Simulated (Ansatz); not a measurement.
# AlCl₂F: up Jacob's ladder to CCSD(T), part 2 of 2

Ansatz 0.2.0, Gaussian basis; functionals in def2-TZVPP, the program's frozen cores in correlated methods. The steps go on from the part before.

**16. ωB97X-V (range-separated)**

in.yaml

```yaml
crystal:
  periodic: [false, false, false]
  atoms:
    - {symbol: F, position_ang: [0.100080, 0.371527, 1.678564]}
    - {symbol: Al, position_ang: [0.018711, 0.006616, 0.089238]}
    - {symbol: Cl, position_ang: [1.237101, -1.477289, -0.670192]}
    - {symbol: Cl, position_ang: [-1.300392, 1.038945, -1.118010]}
basis:
  gaussian: {orbitals: def2-TZVPP}
hamiltonian: {xc: {name: wB97X-V}}
output: {orbitals: {seedname: orbitals}}
```

Command:

```console
$ ansatz run in.yaml --threads 4 --pin off --events-out ev --progress --plain --max-ram 10444MiB
```

Standard output, cut to the lines that bear on the results:

```text
Functional definition: wB97X-V
  name "wB97X-V"
  cite "Mardirossian & Head-Gordon, Phys. Chem. Chem. Phys. 16, 9904 (2014) doi:10.1039/C3CP54374A"
  cite "Becke, J. Chem. Phys. 107, 8554 (1997) doi:10.1063/1.475007"
  cite "Vydrov & Van Voorhis, J. Chem. Phys. 133, 244103 (2010) doi:10.1063/1.3521275"
[...]
      + integral(e_c_pw_opposite_spin*poly(b97_u_opposite, cos0, cos1)) + vv10(b, c)
1064 factors; their error is unknown
170 factors; integrals over basis functions are off by at most 3.5e-5 eV
[...]
mean field -34361.57057046 eV, -1262.7644273553 hartree, gradient 6.6e-5 eV, S^2 0.000000; 0 other end points of the search recorded, 0 dependent functions left out
reference -34361.57056873 eV, -1262.7644272919 hartree; 28, 28 occupied and 129, 129 virtual orbitals, 1064 factors
Total energy: -34361.57056873 eV, -1262.7644272919 hartree
```

It took 1.4 s on 4 threads of Intel Xeon 6975P-C, shared host; peak memory 0.45 GiB.

With the free atoms at this level, -34346.481 eV in sum, the atomisation energy is 15.090 eV. HOMO -12.06 eV, LUMO 0.72 eV.

**17. ωB97M-V (range-separated)**

in.yaml, as its differences from that of step 16:

```diff
@@ -9,3 +9,3 @@
   gaussian: {orbitals: def2-TZVPP}
-hamiltonian: {xc: {name: wB97X-V}}
-output: {orbitals: {seedname: orbitals}}
+hamiltonian: {xc: {name: wB97M-V}}
+output: {forces: true, orbitals: {seedname: orbitals}}
```

Launched as before.

Standard output, cut to the lines that bear on the results:

```text
Functional definition: wB97M-V
  name "wB97M-V"
  cite "Mardirossian & Head-Gordon, J. Chem. Phys. 144, 214110 (2016) doi:10.1063/1.4952647"
  cite "Becke, J. Chem. Phys. 107, 8554 (1997) doi:10.1063/1.475007"
  cite "Vydrov & Van Voorhis, J. Chem. Phys. 133, 244103 (2010) doi:10.1063/1.3521275"
  # Of w^i u^j: cxij and so on, Table III.
[...]
  gx(w, u) = 1 - cx + cx01*u + cx10*w
  gss(w, u) = css00 + css04*u^4 + css10*w + css20*w^2 + css43*w^4*u^3
  gos(w, u) = cos00 + cos10*w + (cos20 + cos21*u)*w^2 + (cos60 + cos61*u)*w^6
[...]
      + integral(e_c_pw_mod_opposite_spin*gos(b97_w_opposite, b97_u_opposite)) + vv10(b, c)
1048 factors; their error is unknown
170 factors; integrals over basis functions are off by at most 3.5e-5 eV
[...]
mean field -34365.22628214 eV, -1262.8987722815 hartree, gradient 9.0e-5 eV, S^2 0.000000; 0 other end points of the search recorded, 0 dependent functions left out
[...]
reference -34365.22632425 eV, -1262.8987738290 hartree; 28, 28 occupied and 129, 129 virtual orbitals, 1048 factors
Total energy: -34365.22632425 eV, -1262.8987738290 hartree
Atom 0 at     0.100080     0.371527     1.678564 Å, force     0.005592     0.025037     0.108994 eV/Å
Atom 1 at     0.018711     0.006616     0.089238 Å, force    -0.003621    -0.016136    -0.070150 eV/Å
Atom 2 at     1.237101    -1.477289    -0.670192 Å, force     0.030013    -0.035189    -0.013951 eV/Å
Atom 3 at    -1.300392     1.038945    -1.118010 Å, force    -0.031984     0.026289    -0.024893 eV/Å
Dipole moment:    -0.004528    -0.020333    -0.088593 e Å
```

Run time: 1.9 s. Hardware: 4 threads of Intel Xeon 6975P-C, shared host; peak memory 0.46 GiB.

With the free atoms at this level, -34350.104 eV in sum, the atomisation energy is 15.123 eV. HOMO -11.89 eV, LUMO 0.41 eV.

**18. B2PLYP (double hybrid)**

in.yaml, as its differences from that of step 17:

```diff
@@ -9,3 +9,2 @@
   gaussian: {orbitals: def2-TZVPP}
-hamiltonian: {xc: {name: wB97M-V}}
-output: {forces: true, orbitals: {seedname: orbitals}}
+hamiltonian: {xc: {name: B2PLYP}}
```

The command is unchanged.

Standard output, cut to the lines that bear on the results:

```text
Functional definition: B2PLYP
  name "B2PLYP"
  cite "Grimme, J. Chem. Phys. 124, 034108 (2006) doi:10.1063/1.2148954"
  cite "Becke, Phys. Rev. A 38, 3098 (1988) doi:10.1103/PhysRevA.38.3098"
  cite "Lee, Yang & Parr, Phys. Rev. B 37, 785 (1988) doi:10.1103/PhysRevB.37.785"
[...]
963 factors; integrals over basis functions are off by at most 9.5e-4 eV
[...]
mean field -34349.75091172 eV, -1262.3300629084 hartree, gradient 5.3e-6 eV, S^2 0.000000; 0 other end points of the search recorded, 0 dependent functions left out
16 core orbitals not correlated: weight in the atoms' cores, before any rotation towards them, 1.000 or more for the frozen orbitals, at most 0.000 for the correlated occupied ones
reference -34349.75106168 eV, -1262.3300684193 hartree; 12, 12 occupied and 129, 129 virtual orbitals, 963 factors
second order -22.65639407 eV of doubles, -0.00000000 eV of singles
Total energy: -34355.86828808 eV, -1262.5548723431 hartree
```

Wall time 1 s (4 threads of Intel Xeon 6975P-C, shared host).

With the free atoms at this level, -34341.063 eV in sum, the atomisation energy is 14.805 eV.

**19. PBE-QIDH (double hybrid)**

in.yaml, as its differences from that of step 18:

```diff
@@ -9,2 +9,2 @@
   gaussian: {orbitals: def2-TZVPP}
-hamiltonian: {xc: {name: B2PLYP}}
+hamiltonian: {xc: {name: PBE-QIDH}}
```

Launched as before.

Standard output, cut to the lines that bear on the results:

```text
Functional definition: PBE-QIDH
  name "PBE-QIDH"
  cite "Brémond, Sancho-García, Pérez-Jiménez & Adamo, J. Chem. Phys. 141, 031101 (2014) doi:10.1063/1.4890314"
  cite "Perdew, Burke & Ernzerhof, Phys. Rev. Lett. 77, 3865 (1996) doi:10.1103/PhysRevLett.77.3865"
[...]
963 factors; integrals over basis functions are off by at most 9.5e-4 eV
[...]
mean field -34339.26208588 eV, -1261.9446056684 hartree, gradient 7.7e-6 eV, S^2 0.000000; 0 other end points of the search recorded, 0 dependent functions left out
16 core orbitals not correlated: weight in the atoms' cores, before any rotation towards them, 1.000 or more for the frozen orbitals, at most 0.000 for the correlated occupied ones
reference -34339.26209672 eV, -1261.9446060668 hartree; 12, 12 occupied and 129, 129 virtual orbitals, 963 factors
second order -21.07237109 eV of doubles, -0.00000000 eV of singles
Total energy: -34346.28622042 eV, -1262.2027378514 hartree
```

Wall time 1 s (4 threads of Intel Xeon 6975P-C, shared host).

Atomisation energy: 15.032 eV (free atoms -34331.254 eV, run apart).

**20. Orbital energies across the functionals**

Dipoles come from the runs that computed forces. Levels are read from the orbital files that the runs wrote:

| functional | HOMO (eV) | LUMO (eV) | gap (eV) | dipole (D) |
| --- | --- | --- | --- | --- |
| LDA (SPW92) | -8.34 | -2.49 | 5.85 |  |
| PBE-D4 | -8.18 | -2.17 | 6.00 | 0.45 |
| revPBE-D4 | -8.12 | -2.01 | 6.11 |  |
| BLYP-D4 | -7.99 | -2.12 | 5.88 |  |
| r2SCAN-D4 | -8.56 | -1.70 | 6.86 | 0.41 |
| B97M-V | -8.62 | -1.91 | 6.71 |  |
| PBE0-D4 | -9.63 | -1.31 | 8.32 |  |
| B3LYP-D4 | -9.33 | -1.61 | 7.71 | 0.47 |
| r2SCANh-D4 | -9.09 | -1.43 | 7.65 |  |
| r2SCAN0-D4 | -9.88 | -1.04 | 8.84 |  |
| HSE06-D4 | -9.23 | -1.68 | 7.54 |  |
| BHLYP-D4 | -10.91 | -0.53 | 10.38 |  |
| CAM-B3LYP-D4 | -11.00 | -0.41 | 10.59 |  |
| LC-ωPBE | -12.47 | 0.92 | 13.38 |  |
| ωB97X-V | -12.06 | 0.72 | 12.78 |  |
| ωB97M-V | -11.89 | 0.41 | 12.30 | 0.44 |

**21. CCSD(T) in def2-SVP**

in.yaml, as its differences from that of step 19:

```diff
@@ -8,3 +8,3 @@
 basis:
-  gaussian: {orbitals: def2-TZVPP}
-hamiltonian: {xc: {name: PBE-QIDH}}
+  gaussian: {orbitals: def2-SVP}
+correlation: {method: ccsd_t}
```

The command is unchanged.

Standard output, cut to the lines that bear on the results:

```text
Functional definition: HF
  name "HF"
  cite "Fock, Z. Phys. 61, 126 (1930) doi:10.1007/BF01340294"
  parent pbe
[...]
601 factors; integrals over basis functions are off by at most 6.3e-4 eV
[...]
mean field -34290.06541838 eV, -1260.1366614843 hartree, gradient 2.2e-6 eV, S^2 0.000000; 0 other end points of the search recorded, 0 dependent functions left out
16 core orbitals not correlated: weight in the atoms' cores, before any rotation towards them, 1.000 or more for the frozen orbitals, at most 0.000 for the correlated occupied ones
reference -34290.06541838 eV, -1260.1366614843 hartree; 12, 12 occupied and 40, 40 virtual orbitals, 601 factors
second order -13.67866278 eV of doubles, -0.00000000 eV of singles
cycle   1  -14.10373656 eV  change   -4.3e-1 eV  update   7.6e-2
[...]
cycle   8  -14.39595228 eV  change    7.4e-6 eV  update   2.1e-5
perturbative correction -0.24583134 eV, -0.0090341352 hartree
Total energy: -34304.70720200 eV, -1260.6747371080 hartree
```

Wall time 0.35 s (4 threads of Intel Xeon 6975P-C, shared host).

**22. CCSD(T) in def2-TZVPP**

in.yaml, as its differences from that of step 21:

```diff
@@ -8,3 +8,4 @@
 basis:
-  gaussian: {orbitals: def2-SVP}
+  gaussian: {orbitals: def2-TZVPP}
 correlation: {method: ccsd_t}
+output: {orbitals: {seedname: orbitals}}
```

The command is unchanged.

Standard output, cut to the lines that bear on the results:

```text
Functional definition: HF
  name "HF"
  cite "Fock, Z. Phys. 61, 126 (1930) doi:10.1007/BF01340294"
  parent pbe
[...]
963 factors; integrals over basis functions are off by at most 9.5e-4 eV
[...]
mean field -34304.55108998 eV, -1260.6690000970 hartree, gradient 7.9e-6 eV, S^2 0.000000; 0 other end points of the search recorded, 0 dependent functions left out
16 core orbitals not correlated: weight in the atoms' cores, before any rotation towards them, 1.000 or more for the frozen orbitals, at most 0.000 for the correlated occupied ones
reference -34304.55108998 eV, -1260.6690000970 hartree; 12, 12 occupied and 129, 129 virtual orbitals, 963 factors
second order -18.82745811 eV of doubles, -0.00000000 eV of singles
cycle   1  -19.27715388 eV  change   -4.5e-1 eV  update   8.1e-2
[...]
cycle   8  -19.69634360 eV  change    2.9e-5 eV  update   2.3e-5
perturbative correction -0.71943550 eV, -0.0264387671 hartree
Total energy: -34324.96686909 eV, -1261.4192661409 hartree
```

Run time: 2.7 s. Hardware: 4 threads of Intel Xeon 6975P-C, shared host; peak memory 0.84 GiB.

**23. CCSD(T) in def2-QZVPP**

in.yaml, as its differences from that of step 22:

```diff
@@ -8,4 +8,3 @@
 basis:
-  gaussian: {orbitals: def2-TZVPP}
+  gaussian: {orbitals: "def2-QZVPP.json"}
 correlation: {method: ccsd_t}
-output: {orbitals: {seedname: orbitals}}
```

The command is unchanged.

Standard output, cut to the lines that bear on the results:

```text
Functional definition: HF
  name "HF"
  cite "Fock, Z. Phys. 61, 126 (1930) doi:10.1007/BF01340294"
  parent pbe
[...]
1593 factors; integrals over basis functions are off by at most 6.3e-4 eV
[...]
mean field -34305.58030388 eV, -1260.7068230100 hartree, gradient 2.4e-6 eV, S^2 0.000000; 0 other end points of the search recorded, 0 dependent functions left out
16 core orbitals not correlated: weight in the atoms' cores, before any rotation towards them, 1.000 or more for the frozen orbitals, at most 0.000 for the correlated occupied ones
reference -34305.58030388 eV, -1260.7068230100 hartree; 12, 12 occupied and 239, 239 virtual orbitals, 1593 factors
second order -20.75092435 eV of doubles, -0.00000000 eV of singles
cycle   1  -21.05837398 eV  change   -3.1e-1 eV  update   8.1e-2
[...]
cycle   9  -21.49533280 eV  change   -1.2e-5 eV  update   8.3e-6
perturbative correction -0.87112610 eV, -0.0320132938 hartree
Total energy: -34327.94676278 eV, -1261.5287752141 hartree
```

It took 16 s on 4 threads of Intel Xeon 6975P-C, shared host; peak memory 4.2 GiB.

The pieces so far (eV):

```csv
basis,HF,MP2 correlation,CCSD correlation,(T),total
def2-SVP,-34290.0654,-13.6787,-14.3960,-0.2458,-34304.7072
def2-TZVPP,-34304.5511,-18.8275,-19.6963,-0.7194,-34324.9669
def2-QZVPP,-34305.5803,-20.7509,-21.4953,-0.8711,-34327.9468
```

The report of the def2-TZVPP run gives T1 = 0.0100.

**24. The basis-set limit**

This step is arithmetic on the last runs, with X = 3 and 4: exp(−7.88√X) for Hartree-Fock, X^−2.97 for correlation.

```csv
level,energy at the limit (eV)
HF,-34305.7221
MP2,-34327.8978
CCSD,-34328.5500
CCSD(T),-34329.5335
```

**25. RPA on PBE orbitals**

in.yaml, as its differences from that of step 23:

```diff
@@ -8,3 +8,4 @@
 basis:
-  gaussian: {orbitals: "def2-QZVPP.json"}
-correlation: {method: ccsd_t}
+  gaussian: {orbitals: def2-TZVPP}
+hamiltonian: {xc: pbe}
+correlation: {method: rpa}
```

Launched as before.

Standard output, cut to the lines that bear on the results:

```text
Functional definition: PBE
  name "PBE"
  cite "Perdew, Burke & Ernzerhof, Phys. Rev. Lett. 77, 3865 (1996) doi:10.1103/PhysRevLett.77.3865"
  parent pbe
[...]
963 factors; integrals over basis functions are off by at most 9.5e-4 eV
[...]
mean field -34350.72855653 eV, -1262.3659906922 hartree, gradient 1.4e-6 eV, S^2 0.000000; 0 other end points of the search recorded, 0 dependent functions left out
16 core orbitals not correlated: weight in the atoms' cores, before any rotation towards them, 1.000 or more for the frozen orbitals, at most 0.000 for the correlated occupied ones
reference -34303.25615462 eV, -1260.6214121001 hartree; 12, 12 occupied and 129, 129 virtual orbitals, 963 factors
Total energy: -34332.93784900 eV, -1261.7121942495 hartree
```

Wall time 0.85 s (4 threads of Intel Xeon 6975P-C, shared host).

RPA correlation: -29.682 eV.

**26. Atomisation energies**

Free atoms (1 F, 1 Al, 2 Cl) were run apart at each level; the atomisation energy is their sum less the molecule, without zero-point or spin-orbit terms.

Differences are taken before rounding.

| method | rung | atoms, summed (eV) | atomisation energy (eV) | from CCSD(T)/CBS (eV) | time |
| --- | --- | --- | --- | --- | --- |
| LDA (SPW92) | LDA | -34223.728 | 16.902 | +1.613 | 0.3 s |
| PBE-D4 | GGA | -34335.698 | 15.138 | -0.151 | 0.5 s |
| revPBE-D4 | GGA | -34345.705 | 14.685 | -0.604 | 0.45 s |
| BLYP-D4 | GGA | -34352.640 | 14.698 | -0.591 | 0.5 s |
| r2SCAN-D4 | meta-GGA | -34348.718 | 15.257 | -0.032 | 1 s |
| B97M-V | meta-GGA | -34342.986 | 15.320 | +0.031 | 1.2 s |
| PBE0-D4 | hybrid | -34338.593 | 14.873 | -0.416 | 0.65 s |
| B3LYP-D4 | hybrid | -34354.151 | 14.707 | -0.582 | 0.9 s |
| r2SCANh-D4 | hybrid | -34348.600 | 15.104 | -0.185 | 1.2 s |
| r2SCAN0-D4 | hybrid | -34348.438 | 14.883 | -0.406 | 1.2 s |
| HSE06-D4 | hybrid | -34337.896 | 14.881 | -0.407 | 0.85 s |
| BHLYP-D4 | hybrid | -34352.364 | 14.342 | -0.947 | 0.7 s |
| CAM-B3LYP-D4 | range-separated | -34352.938 | 14.874 | -0.415 | 0.95 s |
| LC-ωPBE | range-separated | -34341.737 | 14.972 | -0.317 | 0.65 s |
| ωB97X-V | range-separated | -34346.481 | 15.090 | -0.199 | 1.4 s |
| ωB97M-V | range-separated | -34350.104 | 15.123 | -0.166 | 1.9 s |
| B2PLYP | double hybrid | -34341.063 | 14.805 | -0.483 | 1 s |
| PBE-QIDH | double hybrid | -34331.254 | 15.032 | -0.257 | 1 s |
| RPA@PBE | RPA | -34319.605 | 13.333 | -1.955 | 0.85 s |
| HF/def2-TZVPP | wavefunction | -34292.875 | 11.677 | -3.612 |  |
| MP2/def2-TZVPP | wavefunction | -34307.849 | 15.530 | +0.241 |  |
| CCSD/def2-TZVPP | wavefunction | -34309.872 | 14.375 | -0.913 |  |
| CCSD(T)/def2-SVP | wavefunction | -34290.705 | 14.002 | -1.287 | 0.35 s |
| CCSD(T)/def2-TZVPP | wavefunction | -34310.310 | 14.657 | -0.632 | 2.7 s |
| MP2/CBS | wavefunction | -34311.810 | 16.088 | +0.799 |  |
| CCSD(T)/CBS | wavefunction | -34314.245 | 15.289 | 0 | 18 s |

Among the levels timed on like hardware and quicker than the yardstick, those that no quicker one beats, quickest first: LDA (SPW92) (0.3 s, +1.613 eV); CCSD(T)/def2-SVP (0.35 s, -1.287 eV); revPBE-D4 (0.45 s, -0.604 eV); PBE-D4 (0.5 s, -0.151 eV); r2SCAN-D4 (1 s, -0.032 eV); B97M-V (1.2 s, +0.031 eV).

LDA (SPW92), LC-ωPBE, B2PLYP, PBE-QIDH carry no dispersion term (for B3LYP, D4 adds 0.177 eV).

Times are those of the molecule's run; HF, MP2 and CCSD come out of the CCSD(T) runs, and the limit's time is the sum of the runs that it needs.

**27. Results**

The summary covers parts 1 to 2.

| quantity | value |
| --- | --- |
| atomisation energy, CCSD(T)/CBS | 15.289 eV |
| functionals within 0.076 eV (0.5 %) | r2SCAN-D4, B97M-V |
| farthest beyond LDA | BHLYP-D4 (-0.947 eV) |
| mean size of error, GGA | 0.449 eV |
| mean size of error, meta-GGA | 0.032 eV |
| mean size of error, hybrid | 0.490 eV |
| mean size of error, range-separated | 0.274 eV |
| mean size of error, double hybrid | 0.370 eV |
| gap, smallest and largest | 5.85 eV (LDA (SPW92)), 13.38 eV (LC-ωPBE) |
| T1 diagnostic | 0.0100 |
| triples share of the correlation energy | 3.5 % |

In words: LDA overbinds by 1.613 eV (11 %). PBE-D4 misses by -0.151 eV. Double hybrids carry the basis error of their MP2 part in triple zeta, and no dispersion term here, so their miss is partly the set-up's. By mean error the best rung here is meta-GGA (0.032 eV) and the worst beyond LDA is hybrid (0.490 eV). The mean of the hybrids holds BHLYP, with half exact exchange. RPA and LDA stand outside this count. The reference freezes the cores and leaves out relativity and excitations past (T), so misses under about 0.076 eV can't be ranked. Hartree-Fock recovers 76 % of the binding; the rest is correlation. CCSD(T) in def2-SVP is off by -1.287 eV, more than most functionals: a good method in a small basis is no reference. Orbital gaps span 5.9 to 13.4 eV; exact exchange widens them.

B97M-V reaches 0.031 eV from the reference in 1.2 s, where CCSD(T)/CBS took 18 s; the quickest level in the cost chart, LDA (SPW92), takes 0.3 s and misses by 1.613 eV.
